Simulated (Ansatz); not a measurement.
# CH₅BFNSi: one species, many methods

Aim: compute CH₅BFNSi with functionals from several rungs and with coupled cluster, and see how far each lands from CCSD(T) at the basis-set limit for the atomisation energy.

Program: Ansatz 0.2.0, Gaussian basis. Level of theory: functionals in def2-TZVPP, the program's frozen cores in correlated methods. These are calculated values, not measurements.

Levels to be run: LDA (SPW92), PBE-D4, revPBE-D4, BLYP-D4, r2SCAN-D4, B97M-V, PBE0-D4, B3LYP-D4, r2SCANh-D4, r2SCAN0-D4, HSE06-D4, BHLYP-D4, CAM-B3LYP-D4, LC-ωPBE, ωB97X-V, ωB97M-V, B2PLYP, PBE-QIDH; CCSD(T)/def2-SVP; CCSD(T)/def2-TZVPP; MP2/def2-QZVPP; extrapolation to the limit; RPA on PBE.

### Step 1. The relaxed structure

All runs share one geometry, relaxed beforehand with PBE0-D4 in a triple-zeta def2 set.

SMILES `F/C=N\B[SiH3]`, 10 atoms, charge 0, spin multiplicity 1.

Atoms are counted from 1 here; the program's logs count them from 0.

Bond lengths: F1–C2 1.338 Å, C2–N3 1.226 Å, C2–H6 1.088 Å, N3–B4 1.359 Å, B4–Si5 2.020 Å, B4–H7 1.198 Å, Si5–H8 1.490 Å, Si5–H9 1.489 Å, Si5–H10 1.491 Å. Angles: F1–C2–N3 122.3°, F1–C2–H6 111.2°, N3–C2–H6 126.5°, C2–N3–B4 177.4°, N3–B4–Si5 120.2°, N3–B4–H7 118.0°, Si5–B4–H7 121.8°, B4–Si5–H8 109.9°, B4–Si5–H9 112.5°, B4–Si5–H10 109.9°, H8–Si5–H9 108.5°, H8–Si5–H10 107.5°, H9–Si5–H10 108.3°.

### Step 2. LDA

This LDA is Slater exchange with PW92 correlation.

Contents of in.yaml:

```yaml
crystal:
  periodic: [false, false, false]
  atoms:
    - {symbol: F, position_ang: [-2.478502, -0.429694, 1.752655]}
    - {symbol: C, position_ang: [-1.665625, 0.540739, 1.320356]}
    - {symbol: N, position_ang: [-1.000954, 0.429596, 0.296252]}
    - {symbol: B, position_ang: [-0.245340, 0.251896, -0.819058]}
    - {symbol: Si, position_ang: [1.602188, -0.553645, -0.677256]}
    - {symbol: H, position_ang: [-1.689201, 1.400470, 1.986279]}
    - {symbol: H, position_ang: [-0.704861, 0.594699, -1.871510]}
    - {symbol: H, position_ang: [1.680876, -1.792988, -1.500707]}
    - {symbol: H, position_ang: [1.969791, -0.894608, 0.724667]}
    - {symbol: H, position_ang: [2.614728, 0.402434, -1.208579]}
basis:
  gaussian: {orbitals: def2-TZVPP}
hamiltonian: {xc: lda}
output: {orbitals: {seedname: orbitals}}
```

Run with:

```console
$ ansatz run in.yaml --threads 4 --pin off --events-out ev --progress --plain --max-ram 10444MiB
```

After this run come: PBE-D4 (GGA); revPBE-D4 (GGA); BLYP-D4 (GGA); r2SCAN-D4 (meta-GGA); B97M-V (meta-GGA); PBE0-D4 (hybrid); B3LYP-D4 (hybrid); r2SCANh-D4 (hybrid); r2SCAN0-D4 (hybrid); HSE06-D4 (hybrid); BHLYP-D4 (hybrid); CAM-B3LYP-D4 (range-separated); LC-ωPBE (range-separated); ωB97X-V (range-separated); ωB97M-V (range-separated); B2PLYP (double hybrid); PBE-QIDH (double hybrid); CCSD(T) in def2-SVP; CCSD(T) in def2-TZVPP; MP2 in def2-QZVPP; RPA on PBE orbitals.

Before running them: what should the planned runs give, taken together? Wanted: atomisation energy, CCSD(T)/CBS; farthest beyond LDA; mean size of error, GGA; mean size of error, meta-GGA; mean size of error, hybrid; mean size of error, range-separated; mean size of error, double hybrid; gap, smallest and largest; T1 diagnostic.

As calculated:

| quantity | value |
| --- | --- |
| atomisation energy, CCSD(T)/CBS | 3595.7 kJ/mol |
| functionals within 18.0 kJ/mol (0.5 %) | r2SCANh-D4, LC-ωPBE, B2PLYP, PBE-QIDH |
| farthest beyond LDA | PBE-D4 (+126.6 kJ/mol) |
| mean size of error, GGA | 72.0 kJ/mol |
| mean size of error, meta-GGA | 43.0 kJ/mol |
| mean size of error, hybrid | 41.1 kJ/mol |
| mean size of error, range-separated | 37.4 kJ/mol |
| mean size of error, double hybrid | 11.2 kJ/mol |
| gap, smallest and largest | 4.53 eV (LDA (SPW92)), 11.58 eV (LC-ωPBE) |
| T1 diagnostic | 0.0153 |
| triples share of the correlation energy | 3.9 % |

In words: LDA overbinds by 587.0 kJ/mol (16 %). PBE-D4 is off by +126.6 kJ/mol. Double hybrids carry the basis error of their MP2 part in triple zeta, and no dispersion term here, so their miss is partly the set-up's. By mean error the best rung here is double hybrid (11.2 kJ/mol) and the worst beyond LDA is GGA (72.0 kJ/mol). Misses under about 18.0 kJ/mol are within the doubt on the reference itself, which lacks core-valence correlation, relativity and higher excitations. Hartree-Fock recovers 72 % of the binding; the rest is correlation. CCSD(T) in def2-SVP is off by -184.5 kJ/mol, so the small basis spoils what the method gains. Orbital gaps span 4.5 to 11.6 eV; exact exchange widens them.
